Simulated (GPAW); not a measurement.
# SnO2 (Cassiterite) (P4_2/mnm) in GPAW: a series of runs

Aim: see how the results for SnO2 (Cassiterite) move with the level of theory and the settings. Levels: PBE, LDA. Tasks: optical spectrum.

All numbers are computed with GPAW 26.7.0; they aren't measurements. Logs are shortened: lines on timing, memory, paths and dates and some standing lists are left out, and cuts for length are marked. The log counts tension as positive stress, the text compression.

### Step 1. The crystal as given

It takes space group P4_2/mnm (No. 136, tetragonal). Conventional cell: a = 4.738 Å, b = 4.738 Å, c = 3.187 Å, α = 90.00°, β = 90.00°, γ = 90.00°. Sn (site symmetry mmm) is surrounded by 6 O at 2.05 to 2.06 Å. Around O (site symmetry m2m) lie 3 Sn at 2.05 to 2.06 Å.

### Step 2. Optical spectrum, PBE

File run.py:

```python
from ase import Atoms
from ase.dft.bandgap import bandgap
from ase.io import write
from gpaw import GPAW, PW
from gpaw.response.df import DielectricFunction

atoms = Atoms(['Sn', 'Sn', 'O', 'O', 'O', 'O'],
              cell=[[4.738, 0.0, 0.0],
                    [0.0, 4.738, 0.0],
                    [0.0, 0.0, 3.1865]],
              scaled_positions=[[0.0, 0.0, 0.0],
                                [0.5, 0.5, 0.5],
                                [0.3071, 0.3071, 0.0],
                                [0.1929, 0.8071, 0.5],
                                [0.6929, 0.6929, 0.0],
                                [0.8071, 0.1929, 0.5]],
              pbc=True)

calc = GPAW(mode=PW(600),
            xc='PBE',
            kpts={'size': (6, 6, 8), 'gamma': True},
            occupations={'name': 'fermi-dirac', 'width': 0.001},
            nbands=43,
            convergence={'density': 1e-06},
            maxiter=150,
            txt='gpaw.txt')
atoms.calc = calc
energy = atoms.get_potential_energy()
calc.write('gs.gpw')
write('result.traj', atoms)
print(f'Energy: {energy:.6f} eV')
print('Fermi level:', round(calc.get_fermi_level(), 4), 'eV')
print(f'Gap: {bandgap(calc)[0]:.4f} eV, direct: {bandgap(calc, direct=True)[0]:.4f} eV')

dense = calc.fixed_density(kpts={'size': (7, 7, 11), 'gamma': True},
                           nbands=80, convergence={'bands': 74, 'eigenstates': 1e-7},
                           update_fermi_level=True, txt='dense.txt')
dense.write('dense.gpw', mode='all')

df = DielectricFunction('dense.gpw', frequencies={'type': 'nonlinear', 'domega0': 0.05, 'omega2': 10},
                        eta=0.2, ecut=40, nbands=74, intraband=False, txt='df.txt')
for direction in ['x', 'z']:
    df.get_dielectric_function(xc='RPA', direction=direction, filename=f'df_{direction}.csv')
    e0, e = df.get_macroscopic_dielectric_constant(xc='RPA', direction=direction)
    print(f'{direction}: static eps {e0:.4f} without, {e:.4f} with local fields')
```

Potentials or basis: GPAW PAW data sets (gpaw-data 1.2.1), pw.

On the command line:

```bash
$ OMP_NUM_THREADS=1 python run.py
```

gpaw.txt:

```text
__  _  _
 | _ |_)|_||  |
 |__||  | ||/\| - 26.7.0

Input parameters:
  mode=PW(ecut=600.0),
  convergence={'density': 1e-06},
  kpts=MonkhorstPack(size=(6, 6, 8), gamma=True),
  maxiter=150,
  nbands=43,
  occupations=Occupations(name='fermi-dirac', width=0.001),
  xc=XC(name='PBE')

Diagonalizing LCAO Hamiltonian
Converting LCAO to pw mode
    .-----------.
   /|           |
  / |           |
 *  | O         |
 |  .---Sn-O----.
 | /       O   /
 |/   O       /
 Sn----------*

Atoms  # Å, Bohr magnetons
|   | symbol |        x |        y |        z |    initial magnetic moments |
|---|--------|----------|----------|----------|-----------------------------|
| 0 |     Sn | 0.000000 | 0.000000 | 0.000000 | ( 0.0000,  0.0000,  0.0000) |
| 1 |     Sn | 2.369000 | 2.369000 | 1.593250 | ( 0.0000,  0.0000,  0.0000) |
| 2 |      O | 1.455040 | 1.455040 | 0.000000 | ( 0.0000,  0.0000,  0.0000) |
| 3 |      O | 0.913960 | 3.824040 | 1.593250 | ( 0.0000,  0.0000,  0.0000) |
| 4 |      O | 3.282960 | 3.282960 | 0.000000 | ( 0.0000,  0.0000,  0.0000) |
| 5 |      O | 3.824040 | 0.913960 | 1.593250 | ( 0.0000,  0.0000,  0.0000) |

Unit cell  # Å
| periodic |        x |        y |        z |  lengths |    angles |
|----------|----------|----------|----------|----------|-----------|
|      yes | 4.738000 | 0.000000 | 0.000000 | 4.738000 | 90.000000 |
|      yes | 0.000000 | 4.738000 | 0.000000 | 4.738000 | 90.000000 |
|      yes | 0.000000 | 0.000000 | 3.186500 | 3.186500 | 90.000000 |

Number of symmetries: 8
Symmetry operations  # r_c * U_cc + t_c -> r_c
|   | kind |            matrix            |
|---|------|------------------------------|
| 0 |  E   |  1, 0, 0,  0, 1, 0,  0, 0, 1 |
| 1 |  σ   |  1, 0, 0,  0, 1, 0,  0, 0,-1 |
| 2 |  σ   |  0, 1, 0,  1, 0, 0,  0, 0, 1 |
| 3 |  C2  |  0, 1, 0,  1, 0, 0,  0, 0,-1 |
| 4 |  σ   |  0,-1, 0, -1, 0, 0,  0, 0, 1 |
| 5 |  C2  |  0,-1, 0, -1, 0, 0,  0, 0,-1 |
| 6 |  C2  | -1, 0, 0,  0,-1, 0,  0, 0, 1 |
| 7 |  i   | -1, 0, 0,  0,-1, 0,  0, 0,-1 |

BZ-sampling:
  Number of BZ points: 288
  Number of IBZ points: 65

  Monkhorst-Pack size: [6, 6, 8]
  Monkhorst-Pack shift: [0.08333333333333333, 0.08333333333333333, 0.0625]

K-points  # in reciprocal-cell coordinates
|     |                                coordinates |     weight |
|-----|--------------------------------------------|------------|
|   0 | (  0.00000000,   0.00000000,   0.00000000) | 0.00347222 |
|   1 | (  0.00000000,   0.00000000,   0.12500000) | 0.00694444 |
|   2 | (  0.00000000,   0.00000000,   0.25000000) | 0.00694444 |
|   3 | (  0.00000000,   0.00000000,   0.37500000) | 0.00694444 |
|   4 | (  0.00000000,   0.00000000,   0.50000000) | 0.00347222 |
|   5 | (  0.16666667,  -0.16666667,   0.00000000) | 0.00694444 |
|   6 | (  0.16666667,  -0.16666667,   0.12500000) | 0.01388889 |
|   7 | (  0.16666667,  -0.16666667,   0.25000000) | 0.01388889 |
|   8 | (  0.16666667,  -0.16666667,   0.37500000) | 0.01388889 |
|   9 | (  0.16666667,  -0.16666667,   0.50000000) | 0.00694444 |
| ... |                                            |            |
|  64 | (  0.50000000,   0.50000000,   0.50000000) | 0.00347222 |

Plane wave coefficients: 2409
Cutoff: 600.0 eV

Spin-components: 1 (collinear spins)
Bands:           43
Projectors:      32
Spin-degeneracy: 2
Datatype:        complex128

Parallelization:
  kpt:    1
  domain: 1
  band:   1

Density:
  Valence electrons: 52.0
  Components: 1
  Grid points: [27 27 20]
  Charge: 0.0  # |e|

Potential:
  Grid points: [27 27 20]

species:
  Sn:
    name:    Tin
    Z:       50.0
    valence: 14
    core:    36
    charge:  0.0  # [|e|]
    compensation charges:
      type: gauss
      rc: 0.38  # [Å]
      lmax: 2
    cutoffs:
      filter: 2.23  # [Å]
      core: 2.35  # [Å]
    projectors
    | kind |    occ | energy [eV] | rcut [Å] |
    |------|--------|-------------|----------|
    |   5s |  2.000 |     -10.538 |    1.201 |
    |   5p |  2.000 |      -3.696 |    1.270 |
    |   4d | 10.000 |     -25.845 |    1.185 |
    |    s |        |      16.674 |    1.201 |
    |    p |        |      23.515 |    1.270 |
    |    d |        |       1.367 |    1.185 |

    Using partial waves for Sn as LCAO basis

  O:
    name:    Oxygen
    Z:       8.0
    valence: 6
    core:    2
    charge:  0.0  # [|e|]
    compensation charges:
      type: gauss
      rc: 0.21  # [Å]
      lmax: 2
    cutoffs:
      filter: 1.17  # [Å]
      core: 0.83  # [Å]
    projectors
    | kind |    occ | energy [eV] | rcut [Å] |
    |------|--------|-------------|----------|
    |   2s |  2.000 |     -23.961 |    0.688 |
    |   2p |  4.000 |      -9.029 |    0.598 |
    |    s |        |       3.251 |    0.688 |
    |    p |        |      18.182 |    0.598 |
    |    d |        |       0.000 |    0.619 |

    Using partial waves for O as LCAO basis

Reference energy: -344184.795819  # eV

eigensolver:
  PPCG
  Converge bands: occupied
  niter=2

density mixing:
  MSR1-Mixer
  Pratt-step length: 0.05
  Maximum mixing coefficient: 0.75
  Old densities: 10
  SVD Regularization: 0.005
  Good broyden scale: 1.0
  Trust region scale: 1.0
  Backstep threshold: 4.0
  History deletion threshold: 6.0
  Fourier metric: weight=20.0, sigma=0.015

occupation numbers:
  Fermi-Dirac:
    width: 0.0010  # eV

poisson solver:
  ecut: 4800.0  # eV

xc functional:
  name: PBE with 2 nearest neighbor stencil

convergence criteria:
- Maximum integral of absolute [dens]ity change: 1e-06 electrons / valence electron
- Maximum [total energy] change in last 3 cyles: 0.0005 eV / valence electron
- Maximum integral of absolute [eigenst]ate change: 4e-08 eV^2 / valence electron
maximum number of iterations: 150

SCF iterations
|iter     | |      energy | eigst |  dens |
|---------|-|-------------|-------|-------|
|iter:   1| |  -44.147043 | +0.36 |       |
|iter:   2| |  -42.690387 | -1.36 | -0.87 |
|iter:   3| |  -38.466242 | -0.79 | -0.93 |
|iter:   4| |  -38.433264 | -2.68 | -1.48 |
|iter:   5| |  -38.442206 | -3.31 | -1.80 |
|iter:   6| |  -38.442659c| -4.57 | -2.88 |
|iter:   7| |  -38.442746c| -5.28 | -3.30 |
|iter:   8| |  -38.442722c| -5.87 | -3.51 |
|iter:   9| |  -38.442723c| -7.58c| -4.40 |
|iter:  10| |  -38.442723c| -7.70c| -4.88 |
|iter:  11| |  -38.442723c| -8.24c| -5.49 |
|iter:  12| |  -38.442723c| -8.81c| -6.23c|

Converged in 12 steps
Energy contributions relative to reference atoms: (reference = -344184.795819)

Energy contributions:
  Kinetic:          78.602572
  Coulomb:         -68.647572
  Zero:             -0.070196
  External:          0.000000
  Xc:              -48.327526
  Entropy:          -0.000000
  Spinorbit:         0.000000
  ----------------------------
  Free energy:     -38.442723
  Extrapolated:    -38.442723

dipole moment: (-15.483187, -15.483187, -28.293232)  # |e|*Ang

Fermi level: 6.308
Eigenvalues  # (at kpt = [0.000, 0.000, 0.000])
| band index |      eig [eV] | occ [0-2] |
|------------|---------------|-----------|
|          0 |       -15.026 |     2.000 |
|        ... |               |           |
|         18 |         2.981 |     2.000 |
|         19 |         4.031 |     2.000 |
|         20 |         4.160 |     2.000 |
|         21 |         4.865 |     2.000 |
|         22 |         4.865 |     2.000 |
|         23 |         5.303 |     2.000 |
[... 8 lines left out ...]
|         32 |        18.211 |     0.000 |
|         33 |        18.211 |     0.000 |
|        ... |               |           |
|         42 |        26.023 |     0.000 |

Gap: 1.311 eV
Transition (v -> c):
  (s=0, k=0, n=25, [0.00, 0.00, 0.00]) -> (s=0, k=0, n=26, [0.00, 0.00, 0.00])
No difference between direct/indirect transitions
# Writing to gs.gpw (mode='')
```

Wall time 11 min (1 thread of AMD EPYC 7R43 (Zen 3), shared host); peak memory 0.84 GiB.

Results:

```yaml
Free_energy: -38.4427 eV
Band_gap_on_the_k_mesh: 1.31 eV, direct
```

Dielectric function (mean over the directions given):
```tsv
energy (eV)	real part	imaginary part
0.25	4.24	0.01
0.88	4.30	0.03
1.54	4.48	0.09
2.18	4.65	0.35
2.79	4.77	0.68
3.43	4.62	0.97
4.16	4.46	1.39
4.79	4.75	1.55
5.38	4.76	1.75
6.07	5.02	2.45
6.63	4.45	3.33
7.29	3.52	3.37
8.07	3.44	3.69
8.71	2.94	4.02
9.27	2.10	3.66
9.96	1.07	4.08
10.57	0.78	3.17
11.20	0.71	2.47
11.96	0.93	2.12
12.53	1.39	2.10
13.24	1.56	2.45
13.85	1.38	3.05
14.48	0.37	3.06
15.13	-0.01	2.40
15.94	0.11	1.99
16.64	-0.10	1.97
17.36	-0.12	1.63
18.12	-0.16	1.34
18.90	-0.07	1.09
19.87	0.16	0.91
```

Caveat: with so narrow a direct gap the onset needs a denser k mesh; the long-wavelength limit can be off by a per cent or two; independent-particle spectra lack excitons; spin-orbit coupling is left out, which moves the levels of the heavy elements; an odd mesh through Γ misses points on the zone boundary, where band edges often lie.

### Step 3. Optical spectrum, LDA

Changes to run.py since step 2:

```diff
@@ -19,3 +19,3 @@
 calc = GPAW(mode=PW(600),
-            xc='PBE',
+            xc='LDA',
             kpts={'size': (6, 6, 8), 'gamma': True},
```

Potentials or basis: the program's PAW data sets (release 1.2.1) made for this functional, pw.

On the command line:

```bash
$ OMP_NUM_THREADS=1 python run.py
```

gpaw.txt:

```text
__  _  _
 | _ |_)|_||  |
 |__||  | ||/\| - 26.7.0

Input parameters:
  mode=PW(ecut=600.0),
  convergence={'density': 1e-06},
  kpts=MonkhorstPack(size=(6, 6, 8), gamma=True),
  maxiter=150,
  nbands=43,
  occupations=Occupations(name='fermi-dirac', width=0.001),
  xc=XC(name='LDA')

Diagonalizing LCAO Hamiltonian
Converting LCAO to pw mode
    .-----------.
   /|           |
  / |           |
 *  | O         |
 |  .---Sn-O----.
 | /       O   /
 |/   O       /
 Sn----------*

Atoms  # Å, Bohr magnetons
|   | symbol |        x |        y |        z |    initial magnetic moments |
|---|--------|----------|----------|----------|-----------------------------|
| 0 |     Sn | 0.000000 | 0.000000 | 0.000000 | ( 0.0000,  0.0000,  0.0000) |
| 1 |     Sn | 2.369000 | 2.369000 | 1.593250 | ( 0.0000,  0.0000,  0.0000) |
| 2 |      O | 1.455040 | 1.455040 | 0.000000 | ( 0.0000,  0.0000,  0.0000) |
| 3 |      O | 0.913960 | 3.824040 | 1.593250 | ( 0.0000,  0.0000,  0.0000) |
| 4 |      O | 3.282960 | 3.282960 | 0.000000 | ( 0.0000,  0.0000,  0.0000) |
| 5 |      O | 3.824040 | 0.913960 | 1.593250 | ( 0.0000,  0.0000,  0.0000) |

Unit cell  # Å
| periodic |        x |        y |        z |  lengths |    angles |
|----------|----------|----------|----------|----------|-----------|
|      yes | 4.738000 | 0.000000 | 0.000000 | 4.738000 | 90.000000 |
|      yes | 0.000000 | 4.738000 | 0.000000 | 4.738000 | 90.000000 |
|      yes | 0.000000 | 0.000000 | 3.186500 | 3.186500 | 90.000000 |

Number of symmetries: 8
[... 121 lines left out ...]
  Good broyden scale: 1.0
  Trust region scale: 1.0
  Backstep threshold: 4.0
  History deletion threshold: 6.0
  Fourier metric: weight=20.0, sigma=0.015

occupation numbers:
  Fermi-Dirac:
    width: 0.0010  # eV

poisson solver:
  ecut: 4800.0  # eV

xc functional:
  name: None

convergence criteria:
- Maximum integral of absolute [dens]ity change: 1e-06 electrons / valence electron
- Maximum [total energy] change in last 3 cyles: 0.0005 eV / valence electron
- Maximum integral of absolute [eigenst]ate change: 4e-08 eV^2 / valence electron
maximum number of iterations: 150

SCF iterations
|iter     | |      energy | eigst |  dens |
|---------|-|-------------|-------|-------|
|iter:   1| |  -49.198038 | +0.39 |       |
|iter:   2| |  -47.808349 | -1.36 | -0.88 |
|iter:   3| |  -43.732436 | -0.85 | -0.94 |
|iter:   4| |  -43.647237 | -2.83 | -1.49 |
|iter:   5| |  -43.634631 | -3.55 | -1.82 |
|iter:   6| |  -43.634715c| -4.88 | -2.95 |
|iter:   7| |  -43.634736c| -5.47 | -3.40 |
|iter:   8| |  -43.634711c| -6.14 | -3.59 |
|iter:   9| |  -43.634711c| -8.13c| -4.55 |
|iter:  10| |  -43.634711c| -8.37c| -5.10 |
|iter:  11| |  -43.634711c| -8.85c| -5.93 |
|iter:  12| |  -43.634711c| -9.45c| -6.50c|

Converged in 12 steps
Energy contributions relative to reference atoms: (reference = -343842.805895)

Energy contributions:
  Kinetic:          65.408353
  Coulomb:         -57.318189
  Zero:             -0.255830
  External:          0.000000
  Xc:              -51.469046
  Entropy:          -0.000000
  Spinorbit:         0.000000
  ----------------------------
  Free energy:     -43.634711
  Extrapolated:    -43.634711

dipole moment: (-15.612399, -15.612399, -28.341513)  # |e|*Ang

Fermi level: 6.011
Eigenvalues  # (at kpt = [0.000, 0.000, 0.000])
| band index |      eig [eV] | occ [0-2] |
|------------|---------------|-----------|
|          0 |       -15.265 |     2.000 |
|        ... |               |           |
|         18 |         2.538 |     2.000 |
|         19 |         3.601 |     2.000 |
|         20 |         3.756 |     2.000 |
|         21 |         4.468 |     2.000 |
|         22 |         4.468 |     2.000 |
|         23 |         4.915 |     2.000 |
[... 8 lines left out ...]
|         32 |        17.565 |     0.000 |
|         33 |        17.565 |     0.000 |
|        ... |               |           |
|         42 |        25.318 |     0.000 |

Gap: 1.159 eV
Transition (v -> c):
  (s=0, k=0, n=25, [0.00, 0.00, 0.00]) -> (s=0, k=0, n=26, [0.00, 0.00, 0.00])
No difference between direct/indirect transitions
# Writing to gs.gpw (mode='')
```

df.txt:

```text
NonLinearFrequencyDescriptor(from 0.000 to 61.042 eV, 347 points)
NonLinearFrequencyDescriptor(from 0.000 to 61.042 eV, 347 points)

Calculating chi0 body with:
    Ground state adapter containing:
    Number of spins: 1
    Number of kpoints: 539
    Number of irreducible kpoints: 96
    Number of completely occupied states: 26
    Number of partially occupied states: 26

    Linear response parametrization:
    q_c: [0.0, 0.0, 0.0]
    Number of frequency points: 347
    Planewave cutoff: 40.0
    Number of bands: 74
    Number of planewaves: 39
    Broadening (eta): 0.2

Integrating chi0 body.

Symmetries of q_c:
    Direct symmetries (Uq -> q): 8
    Indirect symmetries (TUq -> q): 0
In total 8 allowed symmetries.

Integral kind: spectral function

Calculating chi0 optical extensions with:
    Ground state adapter containing:
    Number of spins: 1
    Number of kpoints: 539
    Number of irreducible kpoints: 96
    Number of completely occupied states: 26
    Number of partially occupied states: 26

    Linear response parametrization:
    Number of frequency points: 347
    Planewave cutoff: 40.0
    Number of bands: 74
    Number of planewaves: 39
    Broadening (eta): 0.2
Integrating chi0 head and wings.

Symmetries of q_c:
    Direct symmetries (Uq -> q): 8
    Indirect symmetries (TUq -> q): 0
In total 8 allowed symmetries.

Integral kind: spectral function wings

Finished calculating chi0
```

Run time: 15 min. Hardware: 1 thread of Intel Xeon Platinum 8375C at 2.90GHz (Ice Lake), shared host; peak memory 0.83 GiB.

What came out:

| Item | Value |
| --- | --- |
| Free energy | -43.6347 eV |
| Band gap on the k mesh | 1.16 eV, direct |

Dielectric function (mean over the directions given):
```
energy (eV)  real part  imaginary part
       0.25       4.41            0.01
       0.67       4.45            0.03
       1.15       4.55            0.06
       1.66       4.76            0.16
       2.18       4.88            0.38
       2.66       4.91            0.71
       3.17       4.82            1.05
       3.56       4.99            1.11
       4.03       4.62            1.48
       4.51       4.88            1.49
       5.01       4.85            1.81
       5.53       5.03            2.21
       6.07       5.09            2.86
       6.55       4.55            3.62
       6.87       3.89            3.60
       7.38       3.70            3.47
       7.90       3.63            3.88
       8.43       2.97            4.04
       8.89       2.19            4.15
       9.47       1.87            4.35
       9.76       1.03            4.15
      10.26       0.89            3.39
      10.78       0.70            2.91
      11.31       0.93            2.47
      11.85       1.03            2.11
      12.30       1.42            2.21
      12.77       1.55            2.48
      13.24       1.51            2.73
      13.72       1.14            3.29
      14.22       0.29            3.18
      14.73      -0.12            2.63
      15.26      -0.03            2.27
      15.80       0.12            2.03
      16.21      -0.07            2.11
      16.78      -0.18            1.79
      17.36      -0.22            1.64
      17.96      -0.20            1.31
      18.58      -0.12            1.12
      19.22      -0.01            0.92
      19.87       0.09            0.93
```

Caveat: with so narrow a direct gap the onset needs a denser k mesh; the long-wavelength limit can be off by a per cent or two; independent-particle spectra lack excitons; spin-orbit coupling is left out, which moves the levels of the heavy elements; an odd mesh through Γ misses points on the zone boundary, where band edges often lie.
